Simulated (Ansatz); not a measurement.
This script drives Ansatz 0.2.0 through its Python package.

`bbrclho.xyz`
```text
5

O     1.22600    0.25930    0.02260
B    -0.16440   -0.27940   -0.04450
Cl   -0.89410   -1.11720    1.42470
Br   -1.15210   -0.16630   -1.73650
H     1.03450    1.22990    0.29230
```

`bbrclho.py`:
```python
"""Potential curve of BBrClHO along one bond."""

import ansatz as az
import numpy as np

BASIS_SET = "def2-SVP"
XC = "B3LYP"

mol = az.Crystal.molecule_from_extxyz("bbrclho.xyz")

symbols = [site.symbol for site in mol.cartesian_sites]
start = np.array([site.position_ang for site in mol.cartesian_sites])
axis = (start[0] - start[1]) / np.linalg.norm(start[0] - start[1])
moving = [0, 4]
lengths, energies = [1.314, 1.373, 1.433, 1.493, 1.552, 1.612, 1.672, 1.761], []
for length in lengths:
    xyz = start.copy()
    xyz[moving] += (length - np.linalg.norm(start[0] - start[1])) * axis
    point = az.Crystal.molecule()
    for symbol, place in zip(symbols, xyz):
        point = point.atom(symbol, place.tolist())
    job = (
        point.calculation()
        .basis(gaussian=BASIS_SET)  # the orbital basis, by name
        .functional(XC)
    )
    data = job.run(threads=1, backend="cpu").report
    energies.append(data["free_energy_ev"])
    print(f"r = {length:6.3f} A  E = {energies[-1]:.5f} eV  <S^2> = {abs(data['mean_field']['state']['spin_squared']):.3f}")

# quartic fit about the minimum
fit = np.polynomial.Polynomial.fit(lengths, np.array(energies) - min(energies), 4).convert()
roots = [r.real for r in fit.deriv().roots() if abs(r.imag) < 1e-9 and fit.deriv(2)(r.real) > 0]
r_e = min(roots, key=lambda r: abs(r - lengths[int(np.argmin(energies))]))
print(f"minimum of the fit at {r_e:.4f} A, force constant {fit.deriv(2)(r_e):.2f} eV/A^2")
```

It is started by `python bbrclho.py`. Estimate its wall time and peak memory on 1 thread of Arm Neoverse V1, on a shared host.

It took about 20 s, with a peak of 0.23 GiB, for 8 runs of the engine.

```console
$ python bbrclho.py
r =  1.314 A  E = -85298.18790 eV  <S^2> = 0.000
r =  1.373 A  E = -85298.23143 eV  <S^2> = 0.000
r =  1.433 A  E = -85298.13916 eV  <S^2> = 0.000
r =  1.493 A  E = -85297.95190 eV  <S^2> = 0.000
r =  1.552 A  E = -85297.70547 eV  <S^2> = 0.000
r =  1.612 A  E = -85297.41402 eV  <S^2> = 0.000
r =  1.672 A  E = -85297.09784 eV  <S^2> = 0.000
r =  1.761 A  E = -85296.60802 eV  <S^2> = 0.000
minimum of the fit at 1.3600 A, force constant 40.08 eV/A^2
```

Notes:
- Total energies depend on the basis set; only differences at equal settings carry meaning.
- The rest of the molecule is held rigid at a force-field or estimated start geometry, and the basis set is modest; single-reference methods fail as a bond breaks.
- b3lyp holds the VWN-RPA fit, as in Gaussian; the form of ORCA and Turbomole is b3lyp5.
- The orbitals are restricted, so S² is zero by construction.
- Toward dissociation an unrestricted state can lie under the restricted one, by tenths of an eV for polar bonds under a functional and by 1 to 2 eV or more for others.
